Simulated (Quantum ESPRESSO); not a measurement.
**WS in Quantum ESPRESSO: the effect of functional**

WS:

```
CELL_PARAMETERS angstrom
3.00789 0.00000 0.00000
0.00000 3.00789 0.00000
0.00000 0.00000 3.00789
ATOMIC_POSITIONS crystal
W 0.50000 0.50000 0.50000
S 0.00000 0.00000 0.00000
```

The cell was built by a generator and needn't be a form met in nature.

Alike in all runs:

* Program: Quantum ESPRESSO 7.5
* Task: phonons
* k mesh: 6 × 6 × 6, shifted
* Occupations: fermi-dirac, width 0.05 eV
* Spin: no spin polarisation

Each run relaxes the cell or the atoms first.

Q: One run gave: relaxed volume 12.96 Å³/atom; highest phonon frequency 219 cm⁻¹. Which functional did it use?
A. vdW-DF-cx
B. PBEsol
C. WC
D. LDA
E. AM05

A: D.

| functional | potentials or basis | cutoff | relaxed volume (Å³/atom) | highest phonon frequency (cm⁻¹) |
| --- | --- | --- | --- | --- |
| LDA | PseudoDojo 0.4.1 SR LDA standard | 952 eV | 12.96 | 219 |
| PBEsol | PseudoDojo 0.4.1 SR PBEsol standard | 1007 eV | 13.20 | 215 |
| BLYP | PseudoDojo 0.4.1 SR PBE standard | 1007 eV | 14.51 | 138 |
| WC | PseudoDojo 0.4.1 SR PBE standard | 1007 eV | 13.35 | 208 |
| AM05 | PseudoDojo 0.4.1 SR PBE standard | 1007 eV | 13.12 | 222 |
| vdW-DF-cx | PseudoDojo 0.4.1 SR PBE standard | 1007 eV | 13.36 | 214 |

Caveats: the mesh is thin for the phonons of a metal; the potentials were made for another functional, which shifts forces and pressure (some runs).

Runs at the PBE level aren't shown here.
